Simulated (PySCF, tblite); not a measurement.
# C₄H₁₃BGeO: geometry, infrared bands and NMR shifts

Aim: predict the infrared bands and NMR shifts of C₄H₁₃BGeO (`CCC[BH][GeH2][O]C`).

Computed with tblite 0.8.0 and PySCF 2.14.0, with density-fitted response routines of our own, on a single molecule in the gas phase. Atoms are numbered from 0 throughout.

### Step 1. The starting structure

20 atoms, charge 0, multiplicity 1; geometry from: force field or distance geometry start.

Bonds of the start (Å): C0–C1 1.50, C1–C2 1.55, C2–B3 1.56, B3–Ge4 1.99, Ge4–O5 1.78, O5–C6 1.41, C0–H7 1.12, C0–H8 1.11, C0–H9 1.12, C1–H10 1.13, C1–H11 1.08, C2–H12 1.09, C2–H13 1.13, B3–H14 1.21, Ge4–H15 1.57, Ge4–H16 1.52, C6–H17 1.11, C6–H18 1.11, C6–H19 1.13.

### Step 2. Geometry optimisation with GFN2-xTB

What the job is given:

```
{"job": {"kind": "relax", "xc": "GFN2-xTB", "basis": "xTB"}, "charge": 0, "multiplicity": 1}
C     -2.622600     0.795300     0.186800
C     -2.299400    -0.390000    -0.673600
C     -1.388400    -1.375200     0.094200
B     -0.031500    -0.740100     0.535400
Ge     1.306400     0.151400    -0.635700
O      2.938600    -0.564400    -0.553900
C      3.871300     0.434100    -0.198000
H     -2.298300     1.692400    -0.394000
H     -2.027500     0.692100     1.113600
H     -3.718300     0.787200     0.401500
H     -3.255100    -0.972200    -0.823900
H     -1.911500    -0.174800    -1.658200
H     -1.315900    -2.308900    -0.468200
H     -1.996700    -1.650500     1.000800
H     -0.007500    -0.391500     1.697200
H      1.473000     1.614800    -0.078300
H      0.926300     0.283900    -2.101300
H      3.974700     1.185800    -1.010400
H      4.864000    -0.018900     0.003500
H      3.513300     0.960100     0.740000
```

On the command line:

```sh
> OMP_NUM_THREADS=1 python probes_run.py task.json out
```

One launch serves the whole session: the jobs run in the order shown.

**Question.** This job is followed by: GFN2-xTB harmonic vibrations, gas phase; GIAO PBE0/pcSseg-1 NMR shielding, non-relativistic, gas phase. What will the session give for the following? strongest single infrared mode (GFN2-xTB); zero-point energy (GFN2-xTB); ¹³C shifts against TMS (PBE0/pcSseg-1); ¹H shifts against TMS (PBE0/pcSseg-1, means over atoms taken as alike); ¹¹B shifts against BF3·OEt2 (PBE0/pcSseg-1); ⁷³Ge shifts against GeMe4 (PBE0/pcSseg-1); ¹⁷O shifts against H2O (PBE0/pcSseg-1).

As calculated:

| quantity | value |
| --- | --- |
| strongest single infrared mode (GFN2-xTB) | 1817 cm⁻¹, 667 km/mol |
| zero-point energy (GFN2-xTB) | 99.6 kcal/mol |
| ¹³C shifts against TMS (PBE0/pcSseg-1) | 59.7, 46.4, 27.5, 21.3 ppm |
| ¹H shifts against TMS (PBE0/pcSseg-1, means over atoms taken as alike) | 10.03, 5.42, 3.76, 2.09, 1.84, 0.89 ppm |
| ¹¹B shifts against BF3·OEt2 (PBE0/pcSseg-1) | 115.6 ppm |
| ⁷³Ge shifts against GeMe4 (PBE0/pcSseg-1) | -78 ppm |
| ¹⁷O shifts against H2O (PBE0/pcSseg-1) | -20.9 ppm |

**Reading.** The optimisation took 157 steps and gained 0.957 eV; among the close pairs (by a distance rule), Ge4–H15 changed most, from 1.575 to 1.530 Å. The lowest mode is slightly imaginary (19i cm⁻¹), a soft motion within the noise of the Hessian, so the minimum is not strictly shown. The strongest single mode, at 1817 cm⁻¹, moves mainly H15 and H16. Unscaled tight-binding wavenumbers are off by several per cent, some by more. Its intensities can rank the bands wrongly. At PBE0/pcSseg-1: Shielding is most anisotropic at Ge4 (span 566 ppm, paramagnetic term -1350 ppm). Spin-orbit coupling is left out, which matters for shieldings and couplings at and beside the heavy atoms.
